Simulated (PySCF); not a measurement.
# C4H5BS: the cost of one run

The runs use PySCF 2.14.0, with density-fitted response routines of our own; the level of theory stands in each step. All values are computed, except where a source is named. Atoms are numbered from 0 throughout.

### 1 The starting structure

11 atoms, charge 0, multiplicity 1; geometry from: GFN2-xTB. The atoms were then displaced at random by about 0.01 Å, so the start is not that level's minimum.

Bonds of the start (Å): B0–C1 1.56, C1–C2 1.44, C2–C3 1.30, C3–S4 1.72, S4–C5 1.71, C5–C1 1.38, B0–H6 1.14, B0–H7 1.19, C2–H8 1.09, C3–H9 1.11, C5–H10 1.06.

### 2 Geometry optimisation at PBE0-D3(BJ)/def2-SVP

The job: settings as JSON, then the geometry in Å.

```
{"job": {"xc": "PBE0", "basis": "def2-SVP", "d3": "d3bj", "grid": 1, "shake": 0.01, "kind": "geom"}, "charge": 0, "multiplicity": 1}
B      1.946730    -0.132090     0.138390
C      0.408680     0.076120    -0.033170
C     -0.618670    -0.823080     0.420980
C     -1.823780    -0.412640     0.150680
S     -1.880220     1.087240    -0.695780
C     -0.174040     1.163560    -0.655580
H      2.350610    -1.057720     0.676550
H      2.675210     0.708080    -0.288470
H     -0.375260    -1.730900     0.966350
H     -2.789280    -0.899240     0.395290
H      0.318140     1.994850    -1.090910
```

The run is started by

```bash
> OMP_NUM_THREADS=1 python probes_run.py task.json out
```

The driver reads the jobs from task.json and runs them one after another.

**Question.** How long does this first job take on 1 thread of Arm Neoverse N1, shared host, and how much memory does it need?

About 46 s, with a peak of 0.47 GiB.
